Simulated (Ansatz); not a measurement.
# CHClGaNO (SMILES O=C=[N][GaH][Cl]) at CCSD/6-31G(d) (spherical functions)

What is the energy change on altering one bond length of CHClGaNO at CCSD/6-31G* (spherical functions)? 

The calculation is run with Ansatz 0.2.0.

153 further runs of the same task are left out: 153 set aside as unsound or not needed. Runs told in other sessions of the task aren't counted.

### Step 1. The system as given

CHClGaNO has 6 atoms, charge 0, and is taken as a singlet. As SMILES, `O=C=[N][GaH][Cl]`. Geometry: relaxed at PBE0-D4/def2-TZVP. This is one conformer, not always the lowest.

Bond lengths: O1–C2 1.163 Å, C2–N3 1.203 Å, N3–Ga4 1.824 Å, Ga4–Cl5 2.132 Å, Ga4–H6 1.540 Å. Angles: O1–C2–N3 176.4°, C2–N3–Ga4 142.4°, N3–Ga4–Cl5 115.2°, N3–Ga4–H6 121.8°, Cl5–Ga4–H6 123.0°.

### Step 2. A single-point energy at CCSD/6-31G(d) (spherical functions)

The input, job.yaml:

```yaml
crystal:
  periodic: [false, false, false]
  atoms:
    - symbol: O
      position_ang: [-0.700200, -2.626600, -0.696700]
    - symbol: C
      position_ang: [-0.691800, -1.486000, -0.467600]
    - symbol: N
      position_ang: [-0.756800, -0.304700, -0.247900]
    - symbol: Ga
      position_ang: [0.248500, 1.124400, 0.275700]
    - symbol: Cl
      position_ang: [2.297400, 0.694600, 0.677800]
    - symbol: H
      position_ang: [-0.354900, 2.534400, 0.412700]
basis:
  gaussian: {orbitals: 6-31G_st_-spherical.json}
correlation: {method: ccsd, frozen_orbitals: {C: 1, Cl: 5, Ga: 9, H: 0, "N": 1, O: 1}}
accuracy: high
scf: {omitted_lower_state_checks: [cluster_reference, increment]}
```

The basis set 6-31G* is read from a file made from the Basis Set Exchange's data (not shown).

On the command line:

```console
ansatz run job.yaml --threads 1 --pin off --max-ram 3480MiB --events-out events.jsonl --progress --plain --runs-dir runs
```

Log (excerpt; [...] marks lines left out):

```text
Warning: RAYON_NUM_THREADS=1 ignored (pool sized by the plan → 1); use --threads N
Functional definition: HF
  name "HF"
[...]
1936 factors; integrals over basis functions are off by at most 5.4e-9 eV
[...]
mean field -69397.35747645 eV, -2550.3058480410 hartree, gradient 1.3e-8 eV, S^2 0.000000; 0 other end points of the search recorded, 0 dependent functions left out
17 core orbitals not correlated: weight in the atoms' cores, before any rotation towards them, 1.000 or more for the frozen orbitals, at most 0.000 for the correlated occupied ones
reference -69397.35747645 eV, -2550.3058480410 hartree; 18, 18 occupied and 59, 59 virtual orbitals, 1936 factors
second order -22.00673199 eV of doubles, -0.00000000 eV of singles
cycle   1  -21.14647757 eV  change    8.6e-1 eV  update   1.4e-1
[...]
cycle  21  -21.98557653 eV  change    2.0e-9 eV  update   3.1e-9
Total energy: -69419.34305297 eV, -2551.1138030760 hartree
Checks for a lower state left out: cluster_reference, increment
```

It took 19 s on 1 thread of Arm Neoverse V2, shared host; peak memory 0.53 GiB.

### Step 3. The distorted shape

The input, molecule.yaml:

```yaml
crystal:
  periodic: [false, false, false]
  atoms:
    - symbol: O
      position_ang: [-0.706920, -3.539041, -0.879972]
    - symbol: C
      position_ang: [-0.691800, -1.486000, -0.467600]
    - symbol: N
      position_ang: [-0.756800, -0.304700, -0.247900]
    - symbol: Ga
      position_ang: [0.248500, 1.124400, 0.275700]
    - symbol: Cl
      position_ang: [2.297400, 0.694600, 0.677800]
    - symbol: H
      position_ang: [-0.354900, 2.534400, 0.412700]
basis:
  gaussian: {orbitals: 6-31G_st_-spherical.json}
correlation: {method: ccsd, frozen_orbitals: {C: 1, Cl: 5, Ga: 9, H: 0, "N": 1, O: 1}}
accuracy: high
scf: {omitted_lower_state_checks: [cluster_reference, increment]}
```

The basis set 6-31G* is read from a file made from the Basis Set Exchange's data (not shown).

On the command line:

```console
ansatz run molecule.yaml --threads 1 --pin off --max-ram 3480MiB --events-out events.jsonl --progress --plain --runs-dir runs
```

Log (excerpt; [...] marks lines left out):

```text
Warning: RAYON_NUM_THREADS=1 ignored (pool sized by the plan → 1); use --threads N
[... 2 set-up lines as earlier in the session ...]
[...]
1929 factors; integrals over basis functions are off by at most 1.0e-8 eV
[...]
mean field -69391.08524599 eV, -2550.0753478233 hartree, gradient 4.5e-8 eV, S^2 0.000000; 1 other end points of the search recorded, 0 dependent functions left out; unrestricted orbitals would lower it
17 core orbitals not correlated: weight in the atoms' cores, before any rotation towards them, 1.000 or more for the frozen orbitals, at most 0.000 for the correlated occupied ones
reference -69391.08524599 eV, -2550.0753478233 hartree; 18, 18 occupied and 59, 59 virtual orbitals, 1929 factors
second order -20.66643891 eV of doubles, -0.00000000 eV of singles
cycle   1  -20.46756174 eV  change    2.0e-1 eV  update   1.5e-1
[...]
cycle  39  -21.58964472 eV  change  -9.8e-10 eV  update   3.0e-9
Total energy: -69412.67489071 eV, -2550.8687526329 hartree
Checks for a lower state left out: cluster_reference, increment
```

It took 33 s on 1 thread of Arm Neoverse V2, shared host; peak memory 0.53 GiB.

### Step 4. Results

At CCSD/6-31G* (spherical functions), 17 core orbitals frozen:

| quantity | value |
| --- | --- |
| first shape: total energy | -2551.11380 Eh |
| first shape: correlation energy (17 core orbitals frozen) | -808.0 mEh |
| first shape: T1 diagnostic | 0.015 |
| distorted shape: total energy | -2550.86875 Eh |
| distorted shape: correlation energy (17 core orbitals frozen) | -793.4 mEh |
| distorted shape: T1 diagnostic | 0.025 |
| energy change with the O1–C2 bond stretched from 1.163 to 2.094 Å | 6.668 eV |

What this shows: With the O1–C2 bond stretched from 1.163 to 2.094 Å the energy rises by 6.67 eV (643 kJ/mol). The first shape isn't relaxed at this level, so the change isn't measured from a minimum. A restricted reference can't describe the breaking bond well at this length. The T1 diagnostic (distorted shape) of 0.025 is above the customary mark for such species, so a single reference may not serve. The restricted solution (distorted shape) is unstable to spin breaking: an unrestricted one lies lower.
